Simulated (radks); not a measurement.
# Nuclear size and the levels of Ga³⁺

An exercise on one series of results from a longer session: the logs are not shown, and one member is left open.

Method: Dirac Kohn-Sham, LDA (Slater exchange, Perdew-Wang correlation), spin-unpolarised, spherical densities, finite nucleus. Code: radks (a radial shooting solver on a logarithmic mesh, Libxc functionals) version 1.

## The atom as given

| Item | Value |
| --- | --- |
| element | gallium (Z = 31) |
| charge | +3 |
| electrons | 28 |
| configuration | [Ar] 3d10 |
| nuclear rms radius | 3.9973 fm |

The outer shells:

Ga³⁺
```
[Ar] core
3d [↑↓][↑↓][↑↓][↑↓][↑↓]
```

The first run:

Input:

```text
Z 31
configuration [Ar] 3d10 4s0 4p0
relativity Dirac
functional lda,pw
spin unpolarised
j_filling average
nucleus finite rms 3.9973 fm
c 137.035999084
```

Among the steps run: rms radius 3.9973 fm.

One table of the session follows, with a row left open; its other results are not shown here.

Sizes of the orbitals, from the radial functions (bohr):

| level | <r> | outermost maximum (interpolated) | 90 % within | nodes |
| --- | --- | --- | --- | --- |
| 3s1/2 | 0.6531 | 0.565 | 0.979 | 2 |
| 3p1/2 | ? | ? | ? | ? |
| 3p3/2 | 0.6830 | 0.570 | 1.05 | 1 |
| 3d3/2 | 0.7840 | 0.529 | 1.34 | 0 |
| 3d5/2 | 0.7893 | 0.532 | 1.35 | 0 |
| 4s1/2 | 1.938 | 1.70 | 2.83 | 3 |
| 4p1/2 | 2.236 | 1.94 | 3.30 | 2 |
| 4p3/2 | 2.261 | 1.97 | 3.34 | 2 |

Estimate the missing values for 3p1/2.

**Answer.** <r>: 0.6722; outermost maximum (interpolated): 0.561; 90 % within: 1.04; nodes: 1. In the column «<r>» it lies between 3s1/2 (0.6531) and 3p3/2 (0.6830).
